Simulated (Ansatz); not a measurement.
# Zn (sc type): how the settings move a single-point run

Question: which choices in the input matter for Zn (sc type)?

This is Zn in the simple cubic structure; at room conditions it is hcp.

Program: Ansatz 0.2.0. Level of theory: reference: DFT, PBEsol, all-electron LAPW, scalar-relativistic. These are calculated values, not measurements.

### 1 Starting point

The structure is cubic, space group Pm-3m (No. 221). Conventional cell: a = 2.564 Å, b = 2.564 Å, c = 2.564 Å, α = 90.00°, β = 90.00°, γ = 90.00°. Around Zn (site symmetry m-3m) lie 6 Zn at 2.56 Å.

Coordinates:

```xyz
1
Lattice="2.5643 0.0000 0.0000 0.0000 2.5643 0.0000 0.0000 0.0000 2.5643" Properties=species:S:1:pos:R:3 pbc="T T T"
Zn    0.0000    0.0000    0.0000
```

### 2 Baseline

input.yaml

```yaml
crystal:
  lattice:
    - [2.5642761162, 0.0, 0.0]
    - [0.0, 2.5642761162, 0.0]
    - [0.0, 0.0, 2.5642761162]
  atoms:
    - { symbol: Zn, position: [0.0, 0.0, 0.0] }
kpoints:
  mp_grid: { grid: [17, 17, 17] }
  band_path:
    path:
      - [0.0, 0.0, 0.0]
      - [0.0, 0.5, 0.0]
      - [0.5, 0.5, 0.0]
      - [0.0, 0.0, 0.0]
      - [0.5, 0.5, 0.5]
      - [0.0, 0.5, 0.0]
      - [0.5, 0.5, 0.5]
      - [0.5, 0.5, 0.0]
    npoints: 14
scf:
  occupations: { method: fermi_dirac, width: 0.05 }
hamiltonian:
  xc: pbesol
  pseudopotentials: { kind: all_electron, lapw: { basis_error: 0.001 } }
output:
  forces: true
  stress: true
  eigenvalues: true
  populations: true
  dos: { projected: true, de: 0.2, e_range: [-14, 8] }
```

The run is started by

```sh
$ ansatz run input.yaml --threads 1 --pin off --max-ram 2048MiB --backend cpu --events-out ev --progress --plain --runs-dir out
```

Excerpt of the output:

```text
[...]
Basis set: ecut = 290.8907773782229 eV, 179 PW (Γ), exchange–correlation at level 2
[...]
k-points: 165 of 4913
[...]
SCF iter   1: F=—  HF=-48834.735338 eV  |F-HF|=—  |Δ(HF+E_count)|=         —  Δρ=1.65e-2  dr2=4.07e-2  ethr=2.02e-4  ⟨swp⟩=3.1  Hψ=15666  notcnv=0
preconditioner: auto → none  [metal: Δε(μ)=0.114 eV  Ē_g=16.011 eV  σ=0.050 eV  W_gap=0.48  n_scr=6 (ndim 8)  ℏωp=31.3 eV  f_vac=0.008  D(μ)=0.36/eV (n_scr^D=0)  sad-step TF]
SCF iter   2: F=—  HF=-48834.679869 eV  |F-HF|=—  |Δ(HF+E_count)|=   5.55e-2  Δρ=4.99e-3  dr2=4.64e-3  ethr=2.02e-4  ⟨swp⟩=2.3  Hψ=6978  notcnv=0
[...]
SCF iter   5: F=—  HF=-48834.623215 eV  |F-HF|=—  |Δ(HF+E_count)|=   1.54e-5  Δρ=5.19e-5  dr2=3.89e-7  ethr=3.73e-7  ⟨swp⟩=2.2  Hψ=6310  notcnv=0
SCF iter   6: F=-48834.623211 eV  HF=-48834.623211 eV  |F-HF|=6.57e-8  |Δ(HF+E_count)|=   4.43e-6  Δρ=6.14e-6  dr2=4.51e-9  ethr=1.95e-9  ⟨swp⟩=2.9  Hψ=6864  notcnv=0
[...]
SCF converged after 6 iterations
Free energy (F): -48834.623211 eV
[...]
E sigma→0 (E₀):  -48834.621671 eV
[...]
Fermi energy:    11.725455 eV
[...]
  P = ⅓ Tr σ = -0.0171 GPa (-0.171 kbar)
[...]
```

Wall time 12 s (1 thread of Arm Neoverse V2, shared host); peak memory 0.32 GiB.

### 3 Changed: symmetry.detect false, mp_grid.grid [8, 8, 8]

Edit input.yaml of step 2 so:

```diff
@@ -7,4 +7,5 @@
     - { symbol: Zn, position: [0.0, 0.0, 0.0] }
+  symmetry: { detect: false }
 kpoints:
-  mp_grid: { grid: [17, 17, 17] }
+  mp_grid: { grid: [8, 8, 8] }
   band_path:
@@ -30,2 +31 @@
   populations: true
-  dos: { projected: true, de: 0.2, e_range: [-14, 8] }
```

The run is started by

```sh
$ ansatz run input.yaml --threads 1 --pin off --max-ram 2048MiB --backend cpu --events-out ev --progress --plain --runs-dir out
```

What it wrote (excerpt; [...] marks lines left out):

```text
Zn: projections on atomic orbitals take those of the free atom 1s2 2s2 2p6 3s2 3p6 3d10 4s2, of charge +0.00 (hamiltonian.pseudopotentials.projection_atoms)
LAPW: plane waves up to 8.738 Å⁻¹, error target 1.0e-3 eV per atom; small_component_spin mean_spin; Zn in spheres of 1.282 Å, 20 of its electrons in bands, Dirac shells []
[...]
Pseudopotentials: kind: all_electron
Pseudopotential: Zn, LAPW, valence charge 20, Koelling and Harmon's equation, gaussian nucleus
Functional definition: PBEsol
[...]
Crystal: 1 atoms, lattice volume = 16.861 Å³
Basis set: ecut = 290.8907773782229 eV, 179 PW (Γ), exchange–correlation at level 2
Bands: 14, of which v1, the nominal top of the filled ones, is band 10 counted from 1 (9 counted from 0)
Symmetry: 1 space group operations
k-points: 260 of 512 (time reversal used)
[...]
SCF iter   1: F=—  HF=-48834.749739 eV  |F-HF|=—  |Δ(HF+E_count)|=         —  Δρ=1.59e-2  dr2=3.61e-2  ethr=1.80e-4  ⟨swp⟩=3.1  Hψ=24855  notcnv=0
[...]
SCF iter   7: F=-48834.640240 eV  HF=-48834.640240 eV  |F-HF|=1.43e-9  |Δ(HF+E_count)|=   1.01e-7  Δρ=7.23e-7  dr2=1.05e-10  ethr=1.15e-10  ⟨swp⟩=2.1  Hψ=9926  notcnv=0
[...]
NSCF: frozen V_eff on 99 k-points
SCF converged after 7 iterations
Free energy (F): -48834.640240 eV
[...]
E sigma→0 (E₀):  -48834.639213 eV
Entropy (-TS):   -0.002054 eV (-2.054 meV/atom)
Fermi energy:    11.945991 eV
[...]
--- Forces (eV/Å), atoms counted from 1 ---
  atom   1  Zn    -0.00000000    -0.00000000    -0.00000000
[...]
--- Stress (GPa, compression-positive) ---
        0.618097       0.000003       0.000004
        0.000003       0.618099       0.000003
        0.000004       0.000003       0.618103
  P = ⅓ Tr σ = 0.6181 GPa (6.181 kbar)
--- Band table (eV; the first three rows and the last of 260) ---
  k-point 0: bands = ["-114.1833", "-68.4833", "-68.4833", "-68.4833", "2.2806", "3.7100", "3.7100", "5.0435", "5.0435", "5.0435", "24.5348", "24.5348", "24.5348", "27.4422"]
[...]
--- Löwdin populations: 1 site ---
  site symbol       q [e]
     0     Zn     29.5802
  spilling = 0.013995 (of n_electrons = 30.000000)
```

It took 29 s on 1 thread of Arm Neoverse V2, shared host; peak memory 0.36 GiB.

Changing the use of symmetry and k-point mesh moves the energy by -17.0 meV/atom, and the pressure goes from 0.0 to 0.6 GPa. Sampling errors of the energy have no fixed sign. The other settings changed steer the path, not the converged energy, so the shift is the mesh's. These settings are too coarse to quote as the system's properties.

### 4 All runs together

| run | ending | energy change | pressure (GPa) | gap (eV) | force (eV/Å) | cycles | time |
| --- | --- | --- | --- | --- | --- | --- | --- |
| reference | converged | 0 | 0.0 | 0.00 | 0.00 | 6 | 12 s |
| 1: symmetry.detect false, mp_grid.grid [8, 8, 8] | converged | -17.0 meV/atom | 0.6 | 0.00 | 0.00 | 7 | 29 s |

Times don't compare one to one where runs were asked for different outputs or read a saved state (see the inputs); cycles may leave out searches for a lower state.

Residual by cycle in the longest SCF loop of each run; runs are numbered as in the table. The quantity is the density residual dr2, in eV.

| cycle | reference | run 1 |
| --- | --- | --- |
| 1 | 0.0407 | 0.0361 |
| 2 | 0.00464 | 2.2e-4 |
| 3 | 0.00424 | 0.00197 |
| 4 | 7.5e-5 | 3.6e-5 |
| 5 | 3.9e-7 | 1.1e-6 |
| 6 | 4.5e-9 | 2.3e-8 |
| 7 | - | 1.0e-10 |

**Reading.** Changing the use of symmetry and k-point mesh moves the energy by -17.0 meV/atom, and the pressure goes from 0.0 to 0.6 GPa. The energy is not variational in the mesh, so the sign tells nothing. The other settings changed steer the path, not the converged energy, so the shift is the mesh's.
